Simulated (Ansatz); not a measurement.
Crystal: CsLiCr2Te2S3.

```
Cs Li Cr Te S
1.0
     3.60358    0.00000    0.00000
    -1.80179    3.12079    0.00000
     0.00000    0.00000   19.06651
Cs Li Cr Te S
1 1 2 2 3
Direct
  0.00000 0.00000 0.37399
  0.66667 0.33333 0.01607
  0.00000 0.00000 0.86637
  0.33333 0.66667 0.16833
  0.33333 0.66667 0.53891
  0.66667 0.33333 0.77276
  0.00000 0.00000 0.10030
  0.33333 0.66667 0.92920
  0.66667 0.33333 0.23408
```

The cell was built by a generator and needn't be a form met in nature.

Base run:

| Property | Result |
| --- | --- |
| Program | Ansatz 0.2.0 |
| Functional | PBE |
| Potentials or basis | Ansatz PAW |
| Cutoff | 420 eV |
| Density cutoff | 1680 eV |
| k mesh | 9 × 9 × 2 |
| Occupations | fermi-dirac, width 0.05 eV |
| Spin | collinear spin, ferromagnetic start |
| Starting moments | [0.0, 0.0, 3.0, 3.0, 0.0, 0.0, 0.0, 0.0, 0.0] μB |

Its results: band gap on the k mesh none (metal or under the smearing width); pressure 0.0 GPa; net moment 5.64 μB per cell; site moments Cs +0.00; Li -0.01; Cr +2.58, +2.74; Te -0.01, -0.15; S -0.05, -0.06 μB; largest force 0.033 eV/Å.

Q: After a change of settings the same cell gave: band gap on the k mesh none (metal or under the smearing width); pressure 2.1 GPa; net moment 5.65 μB per cell; site moments Cs +0.00; Li -0.01; Cr +2.61, +2.76; Te -0.01, -0.16; S -0.05, -0.07 μB; largest force 0.137 eV/Å. Which change was it?
A. potentials or basis from Ansatz PAW to Ansatz NC with PseudoDojo standard (PBE files); cutoff from 420 eV to 1279 eV; density cutoff from 1680 eV to 5116 eV
B. functional from PBE to BLYP
C. functional from PBE to PBEsol
D. functional from PBE to RPBE

A: D.

RPBE binds less tightly than PBE, so the same cell stands under more pressure.

Caveats: only a ferromagnetic start was run, and an antiferromagnetic order may lie lower in energy; the potentials were made for another functional, which shifts forces and pressure (some runs); the PAW data sets come from PBE, with cores solved anew for the run's functional, which leaves a small shift of forces and pressure (some runs).

Not every run made on this cell is shown here.
